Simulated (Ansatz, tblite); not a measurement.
**The cluster Si₄B−: rung by rung**

An exercise on one series of results from a longer session: the logs are not shown, and one member is left open.

Method: as each input shows; program: Ansatz 0.2.0, Gaussian basis.

Plan: GFN2-xTB, PBE-D4/def2-TZVPD, r2SCAN-D4/def2-TZVPD, B2PLYP/def2-TZVPD, BHLYP-D4/def2-TZVPD, BLYP-D4/def2-TZVPD, CCSD(T)/def2-TZVPPD, MP2/def2-TZVPD.

4 further runs of the same task are left out: 4 set aside as unsound or not needed.

## The structure

The geometry is that of the singlet, from an earlier relaxation (PBE0-D4/def2-SVPD). At that level it is the lowest of the isomers that a small search found.

5 atoms, charge -1, spin multiplicity 1.

Bond lengths: B1–Si2 2.003 Å, B1–Si3 1.956 Å, B1–Si4 1.956 Å, B1–Si5 2.003 Å, Si2–Si3 2.457 Å, Si2–Si4 2.459 Å, Si3–Si5 2.457 Å, Si4–Si5 2.455 Å. Angles: Si2–B1–Si3 76.7°, Si2–B1–Si4 76.8°, Si2–B1–Si5 92.5°, Si3–B1–Si4 141.2°, Si3–B1–Si5 76.7°, Si4–B1–Si5 76.6°, B1–Si2–Si3 50.8°, B1–Si2–Si4 50.8°, Si3–Si2–Si4 97.3°, B1–Si3–Si2 52.5°, B1–Si3–Si5 52.5°, Si2–Si3–Si5 72.1°, B1–Si4–Si2 52.5°, B1–Si4–Si5 52.5°, Si2–Si4–Si5 72.1°, B1–Si5–Si3 50.8°, B1–Si5–Si4 50.8°, Si3–Si5–Si4 97.4°.

The ion is computed in the gas phase, without counter-ions or solvent.

PBE0-D4/def2-TZVPD was run before; its log isn't repeated, and its numbers join the tables.

The first run:

Tight binding, by tblite at 300 K electronic temperature and without a spin-polarisation term:

```python
tblite.interface.Calculator('GFN2-xTB', numbers, positions, charge=-1, uhf=0).singlepoint()
```

start.molden holds the orbitals of an earlier run on this state, given as this run's starting guess.

in.yaml reads:

```yaml
crystal:
  periodic: [false, false, false]
  atoms:
    - {symbol: B, position_ang: [-0.759311, 0.278587, 0.094566]}
    - {symbol: Si, position_ang: [0.011263, -1.416128, -0.644440]}
    - {symbol: Si, position_ang: [-0.082420, 0.820316, -1.658636]}
    - {symbol: Si, position_ang: [-0.222772, -0.705759, 1.697763]}
    - {symbol: Si, position_ang: [1.053241, 1.022974, 0.510757]}
basis:
  gaussian: {orbitals: def2-TZVPD, initial_orbitals: start.molden}
total_charge: -1
hamiltonian: {xc: pbe, dispersion: d4}
scf: {omitted_lower_state_checks: [starts]}
output: {forces: true, orbitals: {seedname: orbitals}}
```

The run is started by

```bash
$ ansatz run in.yaml --threads 4 --pin off --events-out ev --progress --plain --max-ram 4787MiB
```

Steps of the session up to this table: PBE-D4/def2-TZVPD; r2SCAN-D4/def2-TZVPD; B2PLYP/def2-TZVPD; BHLYP-D4/def2-TZVPD; BLYP-D4/def2-TZVPD; CCSD(T)/def2-TZVPPD; MP2/def2-TZVPD.

One of the session's tables, all rows but one given; the rest of the session is left out.

```
               level  HOMO (eV)  LUMO (eV)  gap (eV)
   PBE-D4/def2-TZVPD      -0.53       0.66      1.19
  BLYP-D4/def2-TZVPD      -0.30       0.89      1.19
r2SCAN-D4/def2-TZVPD          ?          ?         ?
  PBE0-D4/def2-TZVPD      -1.29       1.40      2.70
 BHLYP-D4/def2-TZVPD      -1.84       2.34      4.18
```

**Question.** Estimate the row for r2SCAN-D4/def2-TZVPD.

As computed: HOMO (eV): -0.70; LUMO (eV): 0.73; gap (eV): 1.42. In the column «HOMO (eV)» it lies between PBE0-D4/def2-TZVPD (-1.29) and PBE-D4/def2-TZVPD (-0.53).
